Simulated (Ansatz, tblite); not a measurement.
**NbSeCl3: a ladder of methods and basis sets**

The task here is to estimate one member of a computed series from the others.

Computed with Ansatz 0.2.0, Gaussian basis. Level: as each input shows.

Levels to be run: GFN1-xTB, GFN2-xTB, PBE-D4/def2-TZVP, r2SCAN-D4/def2-TZVP, r2SCANh-D4/def2-TZVP, PBE-QIDH/def2-TZVP, revPBE-D4/def2-TZVP, B97M-V/def2-TZVP, CAM-B3LYP-D4/def2-TZVP, LC-ωPBE/def2-TZVP, BHLYP-D4/def2-TZVP, PBE-D4/def2-SVP, PBE0-D4/def2-SVP, PBE0-D4/def2-TZVPD, PBE-D4/def2-TZVPD, r2SCAN-D4/def2-TZVPD, CCSD(T)/def2-SVP, MP2/def2-TZVP, RPA/def2-TZVP.

1 further run of the same task is left out (it didn't finish). Runs told in other sessions of the task aren't counted.

## The relaxed structure

The singlet was relaxed beforehand with PBE0-D4/def2-SVP.

5 atoms, charge 0, spin multiplicity 1.

Bond lengths: Nb1–Se2 2.252 Å, Nb1–Cl3 2.270 Å, Nb1–Cl4 2.270 Å, Nb1–Cl5 2.270 Å. Angles: Se2–Nb1–Cl3 108.1°, Se2–Nb1–Cl4 108.1°, Se2–Nb1–Cl5 108.1°, Cl3–Nb1–Cl4 110.8°, Cl3–Nb1–Cl5 110.8°, Cl4–Nb1–Cl5 110.8°.

Formally the metal is d0. Nb takes a core potential in the def2 sets. No spin-orbit coupling is included.

PBE0-D4/def2-TZVP was run before; its log isn't repeated, and its numbers join the tables.

The first run:

Tight binding, by tblite at 300 K electronic temperature and without a spin-polarisation term:

```python
tblite.interface.Calculator('GFN1-xTB', numbers, positions, charge=0, uhf=0).singlepoint()
```

Tight binding, by tblite at 300 K electronic temperature and without a spin-polarisation term:

```python
tblite.interface.Calculator('GFN2-xTB', numbers, positions, charge=0, uhf=0).singlepoint()
```

start.molden holds the orbitals of an earlier run on this state, given as this run's starting guess.

Contents of in.yaml:

```yaml
crystal:
  periodic: [false, false, false]
  atoms:
    - {symbol: Nb, position_ang: [-0.000172, 0.000196, -0.026435]}
    - {symbol: Se, position_ang: [0.012004, -0.016568, 2.225373]}
    - {symbol: Cl, position_ang: [2.152773, 0.010997, -0.744545]}
    - {symbol: Cl, position_ang: [-1.087026, 1.870500, -0.713260]}
    - {symbol: Cl, position_ang: [-1.077579, -1.865124, -0.741133]}
basis:
  gaussian: {orbitals: def2-TZVP, initial_orbitals: start.molden}
hamiltonian: {xc: pbe, dispersion: d4}
scf: {omitted_lower_state_checks: [starts]}
output: {forces: true, orbitals: {seedname: orbitals}}
```

The run is started by

```
$ ansatz run in.yaml --threads 4 --pin off --events-out ev --progress --plain --max-ram 3916MiB
```

Among the steps run: PBE-D4/def2-TZVP; r2SCAN-D4/def2-TZVP; r2SCANh-D4/def2-TZVP; PBE-QIDH/def2-TZVP; revPBE-D4/def2-TZVP; B97M-V/def2-TZVP; CAM-B3LYP-D4/def2-TZVP; LC-ωPBE/def2-TZVP; BHLYP-D4/def2-TZVP; PBE-D4/def2-SVP; PBE0-D4/def2-SVP; PBE0-D4/def2-TZVPD; PBE-D4/def2-TZVPD; r2SCAN-D4/def2-TZVPD; CCSD(T)/def2-SVP; MP2/def2-TZVP; RPA/def2-TZVP.

One table of the session follows, with a row left open; its other results are not shown here.

It belongs to the step «Levels side by side». 

| level | HOMO (eV) | LUMO (eV) | gap (eV) |
| --- | --- | --- | --- |
| PBE-D4/def2-SVP | -6.87 | -3.98 | 2.89 |
| PBE-D4/def2-TZVP | -6.93 | -4.09 | 2.84 |
| PBE-D4/def2-TZVPD | -6.95 | -4.12 | 2.83 |
| revPBE-D4/def2-TZVP | -6.87 | -4.02 | 2.85 |
| r2SCAN-D4/def2-TZVP | -7.23 | -4.11 | 3.12 |
| r2SCAN-D4/def2-TZVPD | -7.23 | -4.11 | 3.12 |
| B97M-V/def2-TZVP | -7.20 | -4.03 | 3.17 |
| r2SCANh-D4/def2-TZVP | -7.64 | -3.84 | 3.79 |
| PBE0-D4/def2-SVP | -8.05 | -3.38 | 4.67 |
| PBE0-D4/def2-TZVP | ? | ? | ? |
| PBE0-D4/def2-TZVPD | -8.05 | -3.45 | 4.60 |
| BHLYP-D4/def2-TZVP | -8.96 | -2.57 | 6.39 |
| CAM-B3LYP-D4/def2-TZVP | -9.23 | -2.41 | 6.83 |
| LC-ωPBE/def2-TZVP | -10.54 | -1.44 | 9.10 |

Q: Estimate the row for PBE0-D4/def2-TZVP from the others.

**Answer.** HOMO (eV): -8.05; LUMO (eV): -3.44; gap (eV): 4.61.
